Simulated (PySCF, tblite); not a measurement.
**C₆H₁₁GeN: geometry, infrared bands and NMR shifts**

Wanted: the infrared bands and NMR shifts of C₆H₁₁GeN (`N#[C][GeH2][CH2]C1CCC1`), by calculation.

The runs use tblite 0.8.0 and PySCF 2.14.0, with density-fitted response routines of our own; the level of theory stands in each step. All values are computed, except where a source is named. Atoms are numbered from 0 throughout.

**1. Starting geometry**

19 atoms, charge 0, multiplicity 1; geometry from: force field or distance geometry start.

Bonds of the start (Å): N0–C1 1.18, C1–Ge2 1.89, Ge2–C3 1.95, C3–C4 1.49, C4–C5 1.53, C5–C6 1.52, C6–C7 1.52, C7–C4 1.49, Ge2–H8 1.57, Ge2–H9 1.55, C3–H10 1.11, C3–H11 1.14, C4–H12 1.12, C5–H13 1.09, C5–H14 1.09, C6–H15 1.10, C6–H16 1.11, C7–H17 1.12, C7–H18 1.10.

**2. Optimising the geometry with GFN2-xTB**

Job settings and geometry (Å):

```
{"job": {"kind": "relax", "xc": "GFN2-xTB", "basis": "xTB"}, "charge": 0, "multiplicity": 1}
N      3.735900     1.573100     0.724900
C      3.133000     0.773100     0.101900
Ge     2.208900    -0.528200    -0.904600
C      0.553700    -0.911900     0.053000
C     -0.213600     0.309900     0.444400
C     -1.478900    -0.112300     1.184000
C     -2.200200     0.000600    -0.147400
C     -1.089200     0.936300    -0.592300
H      3.006000    -1.874200    -0.953900
H      1.914100    -0.047800    -2.348000
H     -0.063700    -1.704700    -0.428200
H      0.900700    -1.386200     1.030800
H      0.343900     1.065300     1.047700
H     -1.881300     0.623000     1.877300
H     -1.340100    -1.124700     1.566400
H     -3.142500     0.552400    -0.025100
H     -2.255500    -0.949000    -0.718200
H     -1.369100     1.974400    -0.281700
H     -0.772000     0.840400    -1.638400
```

The run is started by

```bash
> OMP_NUM_THREADS=1 python probes_run.py task.json out
```

This one command runs all jobs of the session in turn.

**Question.** This job is followed by: GFN2-xTB harmonic vibrations, gas phase; GIAO PBE0/pcSseg-1 NMR shielding, non-relativistic, gas phase. What will the session give for the following? strongest single infrared mode (GFN2-xTB); zero-point energy (GFN2-xTB); 13C shifts against TMS (PBE0/pcSseg-1, means over atoms taken as alike); 1H shifts against TMS (PBE0/pcSseg-1, means over atoms taken as alike); 15N shifts against NH3 (PBE0/pcSseg-1); 73Ge shifts against GeMe4 (PBE0/pcSseg-1).

As calculated:

| quantity | value |
| --- | --- |
| strongest single infrared mode (GFN2-xTB) | 2022 cm⁻¹, 447 km/mol |
| zero-point energy (GFN2-xTB) | 94.1 kcal/mol |
| 13C shifts against TMS (PBE0/pcSseg-1, means over atoms taken as alike) | 122.2, 31.0, 30.6, 27.4, 15.5 ppm |
| 1H shifts against TMS (PBE0/pcSseg-1, means over atoms taken as alike) | 4.18, 2.68, 2.41, 2.04, 1.88, 1.60, 1.31 ppm |
| 15N shifts against NH3 (PBE0/pcSseg-1) | 364.5 ppm |
| 73Ge shifts against GeMe4 (PBE0/pcSseg-1) | -216 ppm |

The optimisation took 125 steps and gained 0.709 eV; among the close pairs (by a distance rule), Ge2–H8 changed most, from 1.565 to 1.503 Å. No mode is imaginary among the 51: a minimum at this level. The strongest single mode, at 2022 cm⁻¹, moves mainly H9 and H8. Unscaled tight-binding wavenumbers are off by several per cent, some by more. Its intensities can rank the bands wrongly. The most deshielded carbon is C1 (nitrile carbon), at 122.2 ppm: typical of a nitrile. At PBE0/pcSseg-1: The largest span, 610 ppm, is at N0, where the paramagnetic term is -435 ppm. Spin-orbit coupling is left out, which matters for shieldings and couplings at and beside the heavy atoms.
